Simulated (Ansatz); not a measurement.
# CH₃Te radical (SMILES [CH2][TeH]): single points off equilibrium

The atoms stand at a structure displaced at random from a GFN2-xTB minimum. How far do the functionals agree with CCSD(T) there?

Computed with Ansatz 0.2.0, Gaussian basis. Level: single points in def2-TZVPP.

Cores are frozen in the correlated methods. Filled d shells of the heavier atoms are correlated. Core potentials replace the inner electrons past krypton, and spin-orbit coupling is left out. Orbitals are unrestricted.

## Step 1: The system as given

SMILES `[CH2][TeH]`, 5 atoms, charge 0, spin multiplicity 2.

Atoms are counted from 1 here; the program's logs count them from 0.

Bond lengths: C1–Te2 2.052 Å, C1–H3 1.073 Å, C1–H4 1.064 Å, Te2–H5 1.615 Å. Angles: Te2–C1–H3 117.5°, Te2–C1–H4 116.1°, H3–C1–H4 117.2°, C1–Te2–H5 92.4°.

Geometry (Å):

```
C    -0.3064   -0.6146    0.2272
Te    1.2965    0.5898   -0.2109
H    -1.2787   -0.2749   -0.0725
H    -0.1272   -1.6630    0.1968
H     0.3991    1.9305   -0.1274
```

## Step 2: CCSD(T)/def2-TZVPP

run/in.yaml

```yaml
crystal:
  periodic: [false, false, false]
  atoms:
    - {symbol: C, position_ang: [-0.306400, -0.614600, 0.227200]}
    - {symbol: Te, position_ang: [1.296500, 0.589800, -0.210900]}
    - {symbol: H, position_ang: [-1.278700, -0.274900, -0.072500]}
    - {symbol: H, position_ang: [-0.127200, -1.663000, 0.196800]}
    - {symbol: H, position_ang: [0.399100, 1.930500, -0.127400]}
basis:
  gaussian: {orbitals: def2-TZVPP}
magnetization: {spin_polarized: true, initial_magnetization: 1}
correlation: {method: ccsd_t}
scf: {omitted_lower_state_checks: [cluster_reference]}
output: {forces: true}
```

The command line of these runs was not kept.

## Step 3: PBE0-D4/def2-TZVPP

run/in.yaml, as its differences from that of step 2:

```diff
@@ -11,4 +11,3 @@
 magnetization: {spin_polarized: true, initial_magnetization: 1}
-correlation: {method: ccsd_t}
-scf: {omitted_lower_state_checks: [cluster_reference]}
-output: {forces: true}
+hamiltonian: {xc: pbe0, dispersion: d4}
+output: {forces: true, orbitals: {seedname: orbitals}}
```

## Step 4: wB97M-V/def2-TZVPP

run/in.yaml, as its differences from that of step 3:

```diff
@@ -11,3 +11,3 @@
 magnetization: {spin_polarized: true, initial_magnetization: 1}
-hamiltonian: {xc: pbe0, dispersion: d4}
-output: {forces: true, orbitals: {seedname: orbitals}}
+hamiltonian: {xc: {name: wB97M-V}}
+output: {forces: true}
```

## Step 5: r2SCAN-D4/def2-TZVPP

run/in.yaml, as its differences from that of step 4:

```diff
@@ -11,3 +11,3 @@
 magnetization: {spin_polarized: true, initial_magnetization: 1}
-hamiltonian: {xc: {name: wB97M-V}}
+hamiltonian: {xc: r2scan, dispersion: d4}
 output: {forces: true}
```

## Step 6: PBE-D4/def2-TZVPP

run/in.yaml, as its differences from that of step 5:

```diff
@@ -11,3 +11,3 @@
 magnetization: {spin_polarized: true, initial_magnetization: 1}
-hamiltonian: {xc: r2scan, dispersion: d4}
+hamiltonian: {xc: pbe, dispersion: d4}
 output: {forces: true}
```

## Step 7: BLYP-D4/def2-TZVPP

run/in.yaml, as its differences from that of step 6:

```diff
@@ -11,3 +11,3 @@
 magnetization: {spin_polarized: true, initial_magnetization: 1}
-hamiltonian: {xc: pbe, dispersion: d4}
+hamiltonian: {xc: {name: BLYP}, dispersion: d4}
 output: {forces: true}
```

## Step 8: B97M-V/def2-TZVPP

run/in.yaml, as its differences from that of step 7:

```diff
@@ -11,3 +11,3 @@
 magnetization: {spin_polarized: true, initial_magnetization: 1}
-hamiltonian: {xc: {name: BLYP}, dispersion: d4}
+hamiltonian: {xc: {name: B97M-V}}
 output: {forces: true}
```

(Steps that only read results are left out.)

What does the calculation give? Wanted: energy less free atoms, CCSD(T)/def2-TZVPP; RMS force component; RMS force error; HOMO and LUMO, PBE0-D4; T1 diagnostic.

**Answer**, as computed:

| quantity | value |
| --- | --- |
| energy less free atoms, CCSD(T)/def2-TZVPP | -1358.0 kJ/mol |
| RMS force component | 0.324 to 0.495 eV/Å over the methods |
| RMS force error | PBE0-D4 0.076, wB97M-V 0.067, r2SCAN-D4 0.072, PBE-D4 0.191, BLYP-D4 0.230, B97M-V 0.112 eV/Å |
| HOMO and LUMO, PBE0-D4 | -5.51 and -1.80 eV |
| T1 diagnostic | 0.020 |

What this shows: Against CCSD(T) the functionals' energies less atoms differ by -70.4 to -22.8 kJ/mol, PBE-D4 by -70.4 kJ/mol. A larger basis would deepen the CCSD(T) value, while the functionals are nearly converged already, so the order here is not reliable. On forces the order runs from wB97M-V to BLYP-D4. Frozen-core CCSD(T) forces in triple zeta carry basis errors of their own, and this is one geometry, so small gaps rank nothing.
